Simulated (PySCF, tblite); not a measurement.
# C3H11BSi, a small molecule taken as a stand-in for a surface group (carbon-backed Si): NMR shifts, core binding energies and electronic excitations, part 2 of 2

tblite 0.8.0 and PySCF 2.14.0. Atoms count from 0, parts from 1.

## 5. X-ray photoelectron lines: SCAN, X2C

What the job is given:

```
{"job": {"kind": "xps", "holes": 5}, "charge": 0, "multiplicity": 1}
C      0.925667    -0.367597     1.603913
Si    -0.101650     0.050104     0.071335
C      1.079136     0.495708    -1.343797
C     -1.104005    -1.469494    -0.429440
B     -1.242665     1.679934     0.420659
H      1.544093    -1.260539     1.417181
H      1.596103     0.463493     1.872448
H      0.286379    -0.579903     2.475440
H      0.535551     0.713628    -2.276303
H      1.691200     1.376026    -1.093205
H      1.761102    -0.347874    -1.539645
H     -1.805751    -1.768684     0.364914
H     -0.442614    -2.326068    -0.636363
H     -1.694848    -1.270146    -1.337419
H     -2.409401     1.766515     0.105925
H     -0.756071     2.659922     0.943136
```

With the program's defaults for keys left out, this is: delta-SCF UKS SCAN, pcX-2 on the ionised atom, pcseg-1 elsewhere, spin-free X2C.

The log of the run:

```text
ground state, core basis on atom 0 (C), 160 functions
  cycle   1  E = -435.64852344  |g| = 6.43e-01
  cycle   2  E = -435.55042539  |g| = 8.53e-01
  cycle   3  E = -435.75823649  |g| = 7.41e-02
  cycle   4  E = -435.76011416  |g| = 2.60e-02
  cycle   5  E = -435.76032383  |g| = 7.20e-03
  cycle   6  E = -435.76033493  |g| = 3.90e-03
  cycle   7  E = -435.76034031  |g| = 2.84e-04
  E(ground) = -435.79862229 Eh
hole in C 1s of atom 0
  cycle   1  E = -424.53803256  |g| = 1.50e+00
  cycle   2  E = -423.97259756  |g| = 1.73e+00
  cycle   3  E = -425.07023704  |g| = 3.07e-01
  cycle   4  E = -425.10532929  |g| = 9.50e-02
  cycle   5  E = -425.10963942  |g| = 3.56e-02
  cycle   6  E = -425.11025714  |g| = 8.70e-03
  cycle   7  E = -425.11029827  |g| = 4.24e-03
  cycle   8  E = -425.11031028  |g| = 1.04e-03
  cycle   9  E = -425.11031078  |g| = 7.34e-04
  cycle  10  E = -425.11031114  |g| = 2.73e-04
  E(ion) = -425.14676231 Eh   <S^2> = 0.7673   hole on atom = 1.000   binding energy = 289.852 eV
ground state, core basis on atom 1 (Si), 171 functions
  cycle   1  E = -435.85778905  |g| = 2.86e-01
  cycle   2  E = -435.85780927  |g| = 3.56e-02
  cycle   3  E = -435.85772634  |g| = 3.21e-02
  cycle   4  E = -435.85795137  |g| = 7.75e-03
  cycle   5  E = -435.85796735  |g| = 7.98e-04
  cycle   6  E = -435.85796504  |g| = 1.17e-04
  E(ground) = -435.85437027 Eh
hole in Si 2p of atom 1
  cycle   1  E = -431.62322652  |g| = 1.24e+00
  cycle   2  E = -431.44250915  |g| = 1.16e+00
  cycle   3  E = -431.91891435  |g| = 2.47e-01
  cycle   4  E = -431.95559828  |g| = 5.99e-02
  cycle   5  E = -431.95731087  |g| = 2.32e-02
  cycle   6  E = -431.95761221  |g| = 6.08e-03
  cycle   7  E = -431.95763314  |g| = 1.52e-03
  cycle   8  E = -431.95763391  |g| = 5.40e-04
  cycle   9  E = -431.95763369  |g| = 2.10e-04
  E(ion) = -431.96566361 Eh   <S^2> = 0.7520   hole on atom = 1.002   binding energy = 105.817 eV
  2p3/2 = 105.618 eV   2p1/2 = 106.242 eV
ground state, core basis on atom 2 (C), 160 functions
  cycle   1  E = -435.76065450  |g| = 6.07e-02
  cycle   2  E = -435.76061894  |g| = 2.72e-02
  cycle   3  E = -435.76071660  |g| = 2.02e-02
  cycle   4  E = -435.76082616  |g| = 4.02e-03
  cycle   5  E = -435.76082847  |g| = 2.47e-04
  E(ground) = -435.79861205 Eh
hole in C 1s of atom 2
  cycle   1  E = -424.53574642  |g| = 1.50e+00
  cycle   2  E = -423.96367230  |g| = 1.74e+00
  cycle   3  E = -425.06896858  |g| = 3.08e-01
  cycle   4  E = -425.10396587  |g| = 9.60e-02
  cycle   5  E = -425.10838495  |g| = 3.55e-02
  cycle   6  E = -425.10900861  |g| = 8.07e-03
  cycle   7  E = -425.10904417  |g| = 3.83e-03
  cycle   8  E = -425.10905392  |g| = 9.20e-04
  cycle   9  E = -425.10905525  |g| = 6.12e-04
  cycle  10  E = -425.10905571  |g| = 2.69e-04
  E(ion) = -425.14539406 Eh   <S^2> = 0.7673   hole on atom = 1.000   binding energy = 289.889 eV
ground state, core basis on atom 3 (C), 160 functions
  cycle   1  E = -435.76033519  |g| = 5.76e-02
  cycle   2  E = -435.76024684  |g| = 2.51e-02
  cycle   3  E = -435.76025010  |g| = 2.47e-02
  cycle   4  E = -435.76041717  |g| = 1.12e-03
  cycle   5  E = -435.76041771  |g| = 1.78e-04
  E(ground) = -435.79866747 Eh
hole in C 1s of atom 3
  cycle   1  E = -424.54114880  |g| = 1.50e+00
  cycle   2  E = -423.98233028  |g| = 1.73e+00
  cycle   3  E = -425.07165939  |g| = 3.07e-01
  cycle   4  E = -425.10683001  |g| = 9.30e-02
  cycle   5  E = -425.11092297  |g| = 3.53e-02
  cycle   6  E = -425.11152432  |g| = 9.03e-03
  cycle   7  E = -425.11156715  |g| = 4.35e-03
  cycle   8  E = -425.11158131  |g| = 9.44e-04
  cycle   9  E = -425.11158269  |g| = 5.44e-04
  cycle  10  E = -425.11158387  |g| = 2.78e-04
  E(ion) = -425.14853942 Eh   <S^2> = 0.7675   hole on atom = 1.000   binding energy = 289.805 eV
ground state, core basis on atom 4 (B), 160 functions
  cycle   1  E = -435.75136415  |g| = 4.56e-02
  cycle   2  E = -435.75133348  |g| = 1.97e-02
  cycle   3  E = -435.75138436  |g| = 1.53e-02
  cycle   4  E = -435.75145468  |g| = 2.65e-03
  cycle   5  E = -435.75145715  |g| = 2.14e-04
  E(ground) = -435.79120287 Eh
hole in B 1s of atom 4
  cycle   1  E = -428.13516423  |g| = 1.14e+00
  cycle   2  E = -426.27205010  |g| = 1.90e+00
  cycle   3  E = -428.35770563  |g| = 5.21e-01
  cycle   4  E = -428.50014535  |g| = 2.96e-01
  cycle   5  E = -428.54007875  |g| = 1.52e-01
  cycle   6  E = -428.55521593  |g| = 8.73e-02
  cycle   7  E = -428.55957442  |g| = 4.23e-02
  cycle   8  E = -428.55973824  |g| = 4.23e-02
  cycle   9  E = -428.56088025  |g| = 1.85e-02
  cycle  10  E = -428.56114415  |g| = 2.66e-03
  cycle  11  E = -428.56114868  |g| = 1.30e-03
  cycle  12  E = -428.56115091  |g| = 7.79e-04
  cycle  13  E = -428.56115057  |g| = 3.05e-04
  E(ion) = -428.60062427 Eh   <S^2> = 1.0367   hole on atom = 1.000   binding energy = 195.666 eV
```

Wall time 22 s (1 thread of AMD EPYC 9R45, shared host); peak memory 0.64 GiB.

Binding energies by hole, beside the orbital energy of the ground state; the difference holds orbital relaxation and, for a density functional, its self-interaction error:

| hole | stands for | environment | ΔSCF (eV; 2p as the shell's mean) | −ε (eV) | ⟨S²⟩ |
| --- | --- | --- | --- | --- | --- |
| C1s on C0 | C0 | carbon bonded to Si, 3 H | 289.85 | 273.0 | 0.767 |
| Si2p on Si1 | Si1 | silicon bonded to 3 C, B | 105.83 | 95.3 | 0.752 |
| C1s on C2 | C2 | carbon bonded to Si, 3 H | 289.89 | 273.1 | 0.767 |
| C1s on C3 | C3 | carbon bonded to Si, 3 H | 289.80 | 272.9 | 0.767 |
| B1s on B4 | B4 | boron bonded to Si, 2 H | 195.67 (doubtful) | 180.3 | 1.037 |

Doubtful: the ion did not converge, its hole moved, or its ⟨S²⟩ is well above 0.75.

With the spin-orbit splitting: Si1 2p3/2 105.62, 2p1/2 106.24 eV. The table gives each 2p level as the mean over the whole 2p shell (two parts 2p3/2, one part 2p1/2), which differs a little from the single hole in the log.

## 6. Excited states and response: CAM-B3LYP/def2-SVPD

Same as in step 5 but for these lines:

```diff
@@ -1,2 +1,2 @@
-{"job": {"kind": "xps", "holes": 5}, "charge": 0, "multiplicity": 1}
+{"job": {"kind": "uv", "xc": "CAM-B3LYP", "basis": "def2-SVPD", "nstates": 6, "ntriplets": 2, "ip": true}, "charge": 0, "multiplicity": 1}
 C      0.925667    -0.367597     1.603913
```

With the program's defaults for keys left out, this is: TDDFT CAM-B3LYP/def2-SVPD, vertical, gas phase, core orbitals frozen in the response.

The log of the run:

```text
coarse grid: 12792 points
cycle   1  E = -434.8752509032  dE = -2.249e-02  |g| = 3.810e-01  |ddm| = 5.072e+00
cycle   2  E = -434.8891326578  dE = -1.388e-02  |g| = 3.200e-01  |ddm| = 8.150e-01
cycle   3  E = -434.9160257444  dE = -2.689e-02  |g| = 2.377e-02  |ddm| = 4.297e-01
cycle   4  E = -434.9162411926  dE = -2.154e-04  |g| = 6.726e-03  |ddm| = 8.038e-02
cycle   5  E = -434.9162567479  dE = -1.556e-05  |g| = 1.247e-03  |ddm| = 1.928e-02
cycle   6  E = -434.9162573771  dE = -6.292e-07  |g| = 5.537e-04  |ddm| = 4.017e-03
final grid: 115856 points
cycle   7  E = -434.9838266114  dE = -2.413e-05  |g| = 2.982e-03  |ddm| = 6.536e-02
cycle   8  E = -434.9838271044  dE = -4.930e-07  |g| = 2.734e-03  |ddm| = 1.046e-02
cycle   9  E = -434.9838290401  dE = -1.936e-06  |g| = 8.171e-05  |ddm| = 3.501e-03
cycle  10  E = -434.9838290439  dE = -3.843e-09  |g| = 3.087e-05  |ddm| = 4.258e-04
cycle  11  E = -434.9838290444  dE = -4.195e-10  |g| = 7.349e-06  |ddm| = 8.355e-05
converged SCF energy = -434.9838290444

Static polarisability (au): isotropic 80.084, principal 76.949 80.505 82.799

Singlet excitations
state   eV       nm        f      main configurations
  1   3.8627    321.0   0.00653   H->L 0.96
  2   5.2677    235.4   0.00311   H-1->L 0.54, H-3->L 0.43
  3   5.9358    208.9   0.04633   H-2->L 0.98
  4   6.0189    206.0   0.00594   H-3->L 0.53, H-1->L 0.44
  5   7.4372    166.7   0.04217   H->L+1 0.96
  6   8.0640    153.8   0.10902   H-1->L+1 0.76

Triplet excitations (Tamm-Dancoff, eV): 3.0373 4.6782
Vertical ionisation energy (delta-SCF) = 9.7501 eV
Vertical electron affinity (delta-SCF) = 0.3342 eV
```

Wall time 80 s (1 thread of AMD EPYC 9R45, shared host); peak memory 1 GiB.

Frontier orbitals and where they lie:

| orbital | eV | atoms |
| --- | --- | --- |
| HOMO−3 | -11.14 | B4 43 %, H15 20 %, H14 20 % |
| HOMO−2 | -9.92 | C2 31 %, Si1 21 %, C0 20 % |
| HOMO−1 | -9.75 | C3 32 %, Si1 20 %, C0 17 % |
| HOMO | -8.98 | B4 36 %, Si1 24 %, C2 8 % |
| LUMO | -1.01 | B4 54 %, Si1 14 %, H14 10 % |
| LUMO+1 | 1.13 | B4 30 %, Si1 8 %, C3 8 % |
| LUMO+2 | 1.83 | B4 42 %, H14 8 %, H15 7 % |

With each of the 6 states as a Gaussian band of 0.4 eV half-width at 1/e, the curve within the window shown has maxima at 321 nm (ε 260), 208 nm (ε 2,100), 154 nm (ε 4,600) L/(mol cm). Beyond the last state computed it falls off for lack of states. The curve at chosen wavelengths:

(nm, ε (L/mol/cm)): (148, 2523), (157, 4102), (166, 2149), (176, 629), (185, 120), (194, 644), (203, 1816), (213, 1916), (222, 987), (231, 375), (240, 164), (250, 73), (259, 31), (268, 17), (277, 28), (287, 73), (296, 138), (305, 206), (314, 253), (324, 262), (333, 233), (342, 185), (351, 132), (361, 83), (370, 51), (379, 29)

Further results of this job:

| property | computed |
| --- | --- |
| dipole moment (D) | 0.43 |
| polarisability (Å³) | 11.87 |
| HOMO–LUMO gap (eV) | 7.97 |
| −ε(HOMO) (eV) | 8.98 |

## 7. Outcome

The summary covers parts 1 to 2.

```
                                   quantity                                                                    value
                                point group                                                                       C1
       rotational constants (main isotopes)                                                     3.15, 3.06, 3.00 GHz
     13C shifts against TMS (PBE0/pcSseg-1)                                                     -1.5, -2.1, -3.7 ppm
      1H shifts against TMS (PBE0/pcSseg-1)  10.66, 10.58, 0.31, 0.29, 0.26, 0.15, 0.12, 0.09, 0.05, 0.05, -0.13 ppm
    29Si shifts against TMS (PBE0/pcSseg-1)                                                                -20.5 ppm
11B shifts against BF3·OEt2 (PBE0/pcSseg-1)                                                                124.1 ppm
           C1s binding energies, SCAN/pcX-2                                       C2 289.89, C0 289.85, C3 289.80 eV
          Si2p binding energies, SCAN/pcX-2                                                            Si1 105.83 eV
       lowest singlet (CAM-B3LYP/def2-SVPD)                                              3.86 eV (321 nm), f = 0.007
   brightest single state of those computed                                              state 6, 8.06 eV, f = 0.109
                             lowest triplet                                                                  3.04 eV
          vertical ionisation energy (ΔSCF)                                                                  9.75 eV
          vertical electron affinity (ΔSCF)                                                                  0.33 eV
```

The optimisation took 6 steps and gained 0.306 eV; among the close pairs (by a distance rule), Si1–B4 changed most, from 1.962 to 2.020 Å (PBE0/def2-SVP). No frequency check was run at this level, so the end point may be a saddle. At PBE0/pcSseg-1: Shielding is most anisotropic at B4 (span 300 ppm, paramagnetic term -221 ppm). The C1s levels kept as sound span 0.08 eV, from C3 (carbon bonded to Si, 3 H) up to C2 (carbon bonded to Si, 3 H). The first singlet state (HOMO→LUMO 0.96) lies at 3.86 eV and is weak; of the 6 states computed, the strongest absorption comes from state 6 at 8.06 eV (the last computed, so partners may be missing). The lowest triplet lies 0.83 eV below the lowest singlet (triplets in Tamm-Dancoff, singlets in full TDDFT). The orbital energy would give 8.98 eV for ionisation, ΔSCF gives 9.75 eV. A capped cluster stands for the solid here, so long-range fields and strain are missing, and bands or shifts of the capping hydrogens have no counterpart in it.
